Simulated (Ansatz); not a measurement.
# F2HOSi radical: an energy map over bond length O1–Si2 and angle O1–Si2–F3

How does the energy of F₂HOSi, SMILES O[Si](F)F, spin multiplicity 2 change over two coordinates at once? A grid of runs gives the map.

The runs use Ansatz 0.2.0; UHF/def2-TZVP.

## 1. Where the work starts

SMILES `O[Si](F)F`, 5 atoms, charge 0, spin multiplicity 2.

Atoms are counted from 1 here; the program's logs count them from 0.

Bond lengths: O1–Si2 1.667 Å, O1–H5 0.975 Å, Si2–F3 1.629 Å, Si2–F4 1.638 Å. Angles: Si2–O1–H5 115.5°, O1–Si2–F3 105.0°, O1–Si2–F4 110.8°, F3–Si2–F4 107.4°.

Coordinates:

```
O     0.1525    1.1190   -0.2258
Si   -0.0946   -0.3669    0.4878
F     1.3983   -0.9375    0.8042
F    -0.8020   -1.4053   -0.5630
H    -0.6541    1.5907   -0.5032
```

This geometry comes from a loose relaxation at PBE in a small basis, which is not shown.

## 2. Geometry optimisation

input.yaml reads:

```yaml
crystal:
  periodic: [false, false, false]
  atoms:
    - { symbol: O, position_ang: [0.152453, 1.118982, -0.225807] }
    - { symbol: Si, position_ang: [-0.094618, -0.366899, 0.487807] }
    - { symbol: F, position_ang: [1.398286, -0.93748, 0.804153] }
    - { symbol: F, position_ang: [-0.801977, -1.405346, -0.562987] }
    - { symbol: H, position_ang: [-0.654134, 1.590743, -0.503156] }
magnetization:
  spin_polarized: true
  initial_magnetization: 1
basis:
  gaussian: { orbitals: def2-TZVP }
hamiltonian:
  xc: hf
output:
  forces: true
relax:
  f_tol: 0.003
  max_steps: 120
```

Started as:

```console
$ ansatz run input.yaml --threads 1 --pin off --max-ram 2560MiB --backend cpu --events-out ev --progress --plain --runs-dir out
```

The log of the run, shortened:

```text
Warning: RAYON_NUM_THREADS=1 ignored (pool sized by the plan → 1); use --threads N
[...]
Functional definition: HF
[...]
928 factors; their error is unknown
[...]
mean field -15334.57934887 eV, -563.5353969198 hartree, gradient 2.2e-5 eV, S^2 0.753266; 0 other end points of the search recorded, 0 dependent functions left out
[...]
reference -15334.57934887 eV, -563.5353969198 hartree; 21, 20 occupied and 115, 116 virtual orbitals, 928 factors
relax step   1: F+E_penalty+E_count = -15334.57934887 eV  Δ(F+E_penalty+E_count) = +0.000e0 eV  max|allowed force component| = 2.313e0 eV/Å  Δτ_max = 0.0000 Å  (40 SCF iters, accepted)
[...]
relax step   4: F+E_penalty+E_count = -15334.86463957 eV  Δ(F+E_penalty+E_count) = -3.782e-3 eV  max|allowed force component| = 1.443e-1 eV/Å  Δτ_max = 0.0073 Å  (35 SCF iters, accepted)
[...]
relax step   7: F+E_penalty+E_count = -15334.86863146 eV  Δ(F+E_penalty+E_count) = -1.871e-4 eV  max|allowed force component| = 9.549e-3 eV/Å  Δτ_max = 0.0045 Å  (35 SCF iters, accepted)
[...]
relax step  10: F+E_penalty+E_count = -15334.86875128 eV  Δ(F+E_penalty+E_count) = -7.635e-6 eV  max|allowed force component| = 5.927e-3 eV/Å  Δτ_max = 0.0039 Å  (35 SCF iters, accepted)
[...]
relax step  11: F+E_penalty+E_count = -15334.86875150 eV  Δ(F+E_penalty+E_count) = -2.135e-7 eV  max|allowed force component| = 3.413e-3 eV/Å  Δτ_max = 0.0016 Å  (36 SCF iters, accepted)
[...]
relax step  12: F+E_penalty+E_count = -15334.86875267 eV  Δ(F+E_penalty+E_count) = -1.178e-6 eV  max|allowed force component| = 1.349e-3 eV/Å  Δτ_max = 0.0007 Å  (36 SCF iters, accepted)
928 factors; their error is unknown
[...]
mean field -15334.86875267 eV, -563.5460323134 hartree, gradient 1.7e-5 eV, S^2 0.752294; 1 other end points of the search recorded, 0 dependent functions left out
[...]
reference -15334.86875267 eV, -563.5460323134 hartree; 21, 20 occupied and 115, 116 virtual orbitals, 928 factors
Total energy: -15334.86875267 eV, -563.5460323134 hartree
Atom 0 at     0.106430     1.079209    -0.176969 Å, force    -0.000387     0.000577    -0.000526 eV/Å
Atom 1 at    -0.079513    -0.372424     0.481958 Å, force    -0.001349    -0.000644    -0.000375 eV/Å
Atom 2 at     1.353901    -0.919783     0.760827 Å, force     0.000692    -0.000326     0.000030 eV/Å
Atom 3 at    -0.764636    -1.351147    -0.531665 Å, force     0.000607     0.000796     0.000609 eV/Å
Atom 4 at    -0.616173     1.564145    -0.534141 Å, force     0.000437    -0.000403     0.000262 eV/Å
Dipole moment:    -0.405125     0.327472     0.032383 e Å
```

Wall time 30 s (1 thread of Arm Neoverse V2, shared host); peak memory 0.27 GiB.

The steps of the relaxation:

```
step  energy from step 1 (eV)  largest force component (eV/Å)
   1                   0.0000                          2.3130
   2                  -0.2001                          1.3896
   3                  -0.2815                          0.2820
   4                  -0.2853                          0.1443
   5                  -0.2873                          0.1039
   6                  -0.2891                          0.0477
   7                  -0.2893                          0.0095
   8                  -0.2893                          0.0070
   9                  -0.2894                          0.0060
  10                  -0.2894                          0.0059
  11                  -0.2894                          0.0034
  12                  -0.2894                          0.0013
```

Distances of close pairs at the start and the end, largest changes first:

```
  bond  before (Å)  after (Å)  change (Å)
Si2–F4       1.638      1.567      -0.071
Si2–F3       1.629      1.560      -0.070
O1–Si2       1.667      1.605      -0.062
 O1–H5       0.975      0.941      -0.034
```

## 3. Setting up the map

The axes are (1) bond length O1–Si2: 15 values from 1.316 to 2.407 Å; (2) angle O1–Si2–F3: 15 values from 61.5 to 151.5 °.

Nothing else is relaxed (all other coordinates rigid). Energies count from the relaxed molecule at the same level. Points are written as (first, second).

Of the runs on the grid, 3 are shown in the steps below; the others differ only in the two coordinates.

## 4. Grid point (1.628 Å, 106.5°)

input.yaml reads:

```yaml
crystal:
  periodic: [false, false, false]
  atoms:
    - { symbol: O, position_ang: [0.107036, 1.079149, -0.17693] }
    - { symbol: Si, position_ang: [-0.082178, -0.393234, 0.491404] }
    - { symbol: F, position_ang: [1.351235, -0.940593, 0.770274] }
    - { symbol: F, position_ang: [-0.767301, -1.371957, -0.522219] }
    - { symbol: H, position_ang: [-0.615346, 1.564334, -0.53421] }
magnetization:
  spin_polarized: true
  initial_magnetization: 1
basis:
  gaussian: { orbitals: def2-TZVP }
hamiltonian:
  xc: hf
output:
  forces: true
```

Started as:

```console
$ ansatz run input.yaml --threads 1 --pin off --max-ram 2560MiB --backend cpu --events-out ev --progress --plain --runs-dir out
```

The log of the run, shortened:

```text
Warning: RAYON_NUM_THREADS=1 ignored (pool sized by the plan → 1); use --threads N
[...]
Functional definition: HF
[...]
928 factors; their error is unknown
[...]
mean field -15334.85886722 eV, -563.5456690298 hartree, gradient 1.7e-5 eV, S^2 0.752419; 0 other end points of the search recorded, 0 dependent functions left out
[...]
reference -15334.85886722 eV, -563.5456690298 hartree; 21, 20 occupied and 115, 116 virtual orbitals, 928 factors
Total energy: -15334.85886722 eV, -563.5456690298 hartree
Atom 0 at     0.107036     1.079149    -0.176930 Å, force    -0.022753    -0.730344     0.328275 eV/Å
Atom 1 at    -0.082178    -0.393234     0.491404 Å, force     0.062123     0.703705    -0.344314 eV/Å
Atom 2 at     1.351235    -0.940593     0.770274 Å, force    -0.026528     0.029419    -0.015061 eV/Å
Atom 3 at    -0.767301    -1.371957    -0.522219 Å, force     0.019028     0.035875     0.018006 eV/Å
Atom 4 at    -0.615346     1.564334    -0.534210 Å, force    -0.031870    -0.038655     0.013094 eV/Å
Dipole moment:    -0.406669     0.305710     0.042123 e Å
```

Wall time 2.4 s (1 thread of Arm Neoverse V2, shared host); peak memory 0.26 GiB.

That is 1.0 kJ/mol from the zero.

## 5. Grid point (1.472 Å, 100.1°)

input.yaml reads:

```yaml
crystal:
  periodic: [false, false, false]
  atoms:
    - { symbol: O, position_ang: [0.268854, 1.054752, -0.162519] }
    - { symbol: Si, position_ang: [-0.064105, -0.25214, 0.427358] }
    - { symbol: F, position_ang: [1.369308, -0.799499, 0.706228] }
    - { symbol: F, position_ang: [-0.749228, -1.230863, -0.586265] }
    - { symbol: H, position_ang: [-0.383287, 1.6106, -0.550637] }
magnetization:
  spin_polarized: true
  initial_magnetization: 1
basis:
  gaussian: { orbitals: def2-TZVP }
hamiltonian:
  xc: hf
output:
  forces: true
```

Started as:

```console
$ ansatz run input.yaml --threads 1 --pin off --max-ram 2560MiB --backend cpu --events-out ev --progress --plain --runs-dir out
```

The log of the run, shortened:

```text
Warning: RAYON_NUM_THREADS=1 ignored (pool sized by the plan → 1); use --threads N
[...]
Functional definition: HF
[...]
928 factors; their error is unknown
[...]
mean field -15334.34795956 eV, -563.5268935194 hartree, gradient 1.2e-5 eV, S^2 0.751846; 0 other end points of the search recorded, 0 dependent functions left out
[...]
reference -15334.34795956 eV, -563.5268935194 hartree; 21, 20 occupied and 115, 116 virtual orbitals, 928 factors
Total energy: -15334.34795956 eV, -563.5268935194 hartree
Atom 0 at     0.268854     1.054752    -0.162519 Å, force     0.487485     6.833412    -3.190901 eV/Å
Atom 1 at    -0.064105    -0.252140     0.427358 Å, force    -0.736363    -6.311184     2.875283 eV/Å
Atom 2 at     1.369308    -0.799499     0.706228 Å, force     0.169759    -0.759353     0.468138 eV/Å
Atom 3 at    -0.749228    -1.230863    -0.586265 Å, force    -0.154710    -0.054815    -0.083731 eV/Å
Atom 4 at    -0.383287     1.610600    -0.550637 Å, force     0.233829     0.291941    -0.068788 eV/Å
Dipole moment:    -0.417454     0.467155    -0.022920 e Å
```

Run time: 2.3 s. Hardware: 1 thread of Arm Neoverse V2, shared host; peak memory 0.26 GiB.

Energy on the map's scale: 50 kJ/mol.

## 6. Point (2.096 Å, 61.5°)

input.yaml reads:

```yaml
crystal:
  periodic: [false, false, false]
  atoms:
    - { symbol: O, position_ang: [1.507658, 0.378429, 0.171288] }
    - { symbol: Si, position_ang: [-0.136397, -0.816516, 0.68354] }
    - { symbol: F, position_ang: [1.297016, -1.363875, 0.96241] }
    - { symbol: F, position_ang: [-0.82152, -1.79524, -0.330082] }
    - { symbol: H, position_ang: [1.414391, 1.177344, -0.316489] }
magnetization:
  spin_polarized: true
  initial_magnetization: 1
basis:
  gaussian: { orbitals: def2-TZVP }
hamiltonian:
  xc: hf
output:
  forces: true
```

Started as:

```console
$ ansatz run input.yaml --threads 1 --pin off --max-ram 2560MiB --backend cpu --events-out ev --progress --plain --runs-dir out
```

The log of the run, shortened:

```text
Warning: RAYON_NUM_THREADS=1 ignored (pool sized by the plan → 1); use --threads N
[...]
Functional definition: HF
[...]
928 factors; their error is unknown
[...]
mean field -15330.67460922 eV, -563.3919003845 hartree, gradient 1.6e-5 eV, S^2 0.954713; 1 other end points of the search recorded, 0 dependent functions left out
[...]
reference -15330.67460922 eV, -563.3919003845 hartree; 21, 20 occupied and 115, 116 virtual orbitals, 928 factors
Total energy: -15330.67460922 eV, -563.3919003845 hartree
Atom 0 at     1.507658     0.378429     0.171288 Å, force    -1.113233     3.393490    -1.757664 eV/Å
Atom 1 at    -0.136397    -0.816516     0.683540 Å, force     2.435411     1.368102    -0.629185 eV/Å
Atom 2 at     1.297016    -1.363875     0.962410 Å, force    -1.172978    -5.557074     2.592515 eV/Å
Atom 3 at    -0.821520    -1.795240    -0.330082 Å, force     0.091818     0.047300     0.052060 eV/Å
Atom 4 at     1.414391     1.177344    -0.316489 Å, force    -0.241019     0.748182    -0.257727 eV/Å
Dipole moment:    -0.302873     0.355341    -0.021659 e Å
```

Run time: 9.5 s. Hardware: 1 thread of Arm Neoverse V2, shared host; peak memory 0.37 GiB.

On the map this point reads 405 kJ/mol.

## 7. All points together

168 points were computed, and 57 have no value (skipped by design, atoms too close, or no result). Energies in kJ/mol, from the relaxed molecule at the same level:

| angle O1–Si2–F3 (°) ↓, bond length O1–Si2 (Å) → | 1.316 | 1.394 | 1.472 | 1.550 | 1.628 | 1.706 | 1.784 | 1.862 | 1.940 | 2.018 | 2.096 | 2.174 | 2.252 | 2.330 | 2.407 |
| --- | --- | --- | --- | --- | --- | --- | --- | --- | --- | --- | --- | --- | --- | --- | --- |
| 151.5 | 478 | 318 | 227 | – | 168 | 174 | 193 | 220 | 249 | 280 | 308 | 329 | 337 | 337 | 334 |
| 145.1 | 424 | – | 179 | – | 127 | – | 159 | – | 221 | – | 286 | – | 325 | – | 328 |
| 138.7 | 378 | 224 | 138 | 99 | 91 | 103 | 128 | 159 | 195 | 231 | 265 | – | 312 | 320 | 322 |
| 132.2 | 340 | – | 104 | – | 60 | – | 100 | – | 171 | – | 246 | – | 299 | – | 314 |
| 125.8 | 312 | – | 77 | 41 | 36 | 50 | 78 | 113 | 151 | 191 | 229 | 263 | 287 | 301 | 307 |
| 119.4 | 291 | – | 58 | – | 17 | – | – | – | 136 | – | 216 | – | 276 | – | 300 |
| 113.0 | 280 | 128 | 46 | 10 | 5 | – | 49 | 85 | 125 | 166 | 206 | 242 | 268 | 285 | 294 |
| 106.5 | 280 | – | – | – | 1 | – | 44 | – | 120 | – | 201 | – | 263 | – | 290 |
| 100.1 | 291 | 136 | 50 | 12 | 5 | 19 | 46 | 81 | 120 | 161 | 200 | 235 | 260 | 277 | 286 |
| 93.7 | 318 | – | – | – | 20 | – | 57 | – | 128 | – | 206 | – | 262 | – | 285 |
| 87.2 | 366 | 202 | 108 | 63 | 50 | 58 | 80 | 110 | 146 | 183 | 218 | 247 | 267 | 279 | 287 |
| 80.8 | 443 | – | – | – | 99 | – | 118 | – | 175 | – | 239 | – | 278 | – | 292 |
| 74.4 | 564 | 380 | 269 | 206 | 177 | 171 | 180 | 198 | 223 | 249 | 272 | 288 | 296 | 300 | 302 |
| 68.0 | 754 | – | 427 | – | 304 | – | 278 | – | 298 | – | 323 | – | 325 | – | 319 |
| 61.5 | 1059 | 839 | 688 | 585 | 516 | 471 | 444 | 429 | 422 | 416 | 405 | 390 | 376 | 363 | 351 |

On the same grid, ⟨S²⟩ (ħ²):

```csv
"angle O1–Si2–F3 (°) ↓, bond length O1–Si2 (Å) →",1.316,1.394,1.472,1.550,1.628,1.706,1.784,1.862,1.940,2.018,2.096,2.174,2.252,2.330,2.407
151.5,0.75,0.75,0.75,–,0.75,0.75,0.76,0.76,0.77,0.78,0.80,0.85,0.87,0.88,0.88
145.1,0.75,–,0.75,–,0.75,–,0.76,–,0.76,–,0.80,–,0.89,–,0.90
138.7,0.75,0.75,0.75,0.75,0.75,0.75,0.76,0.76,0.76,0.77,0.80,–,0.90,0.92,0.92
132.2,0.75,–,0.75,–,0.75,–,0.75,–,0.76,–,0.79,–,0.90,–,0.93
125.8,0.75,–,0.75,0.75,0.75,0.75,0.75,0.76,0.76,0.77,0.79,0.84,0.90,0.93,0.94
119.4,0.75,–,0.75,–,0.75,–,–,–,0.76,–,0.79,–,0.90,–,0.95
113.0,0.75,0.75,0.75,0.75,0.75,–,0.75,0.76,0.76,0.77,0.79,0.84,0.90,0.94,0.95
106.5,0.75,–,–,–,0.75,–,0.75,–,0.76,–,0.79,–,0.91,–,0.96
100.1,0.75,0.75,0.75,0.75,0.75,0.75,0.75,0.76,0.76,0.77,0.79,0.85,0.92,0.96,0.96
93.7,0.75,–,–,–,0.75,–,0.75,–,0.76,–,0.80,–,0.93,–,0.97
87.2,0.75,0.75,0.75,0.75,0.75,0.75,0.75,0.76,0.76,0.78,0.81,0.89,0.95,0.97,0.97
80.8,0.75,–,–,–,0.75,–,0.76,–,0.77,–,0.84,–,0.96,–,0.97
74.4,0.75,0.75,0.75,0.75,0.75,0.75,0.76,0.76,0.77,0.80,0.87,0.94,0.97,0.98,0.97
68.0,0.75,–,0.75,–,0.75,–,0.76,–,0.78,–,0.92,–,0.98,–,0.96
61.5,0.75,0.75,0.75,0.75,0.75,0.75,0.76,0.77,0.80,0.89,0.95,0.98,0.98,0.97,0.96
```

## 8. Results

```
                                            quantity                                                                            value
                                        lowest point                                                    (1.628 Å, 106.5°), 1.0 kJ/mol
highest computed point (blank points may lie higher)                                   (1.316 Å, 61.5°), 1058 kJ/mol above the lowest
                                           ⟨S²⟩ (ħ²)  0.75 at (1.316 Å, 106.5°) to 0.98 at (2.252 Å, 61.5°); 0.75 at the lowest point
                             time for the whole task                                                  14 min on 1 thread, shared host
```

**Reading.** The lowest computed point is at (1.628 Å, 106.5°), 1.0 kJ/mol from the relaxed molecule at the same level. The grid is coarse, so the lowest point of the scanned range may lie between grid points; coordinates that were held can hide deeper minima. The highest computed point, (1.316 Å, 61.5°), lies 1058 kJ/mol above the lowest.
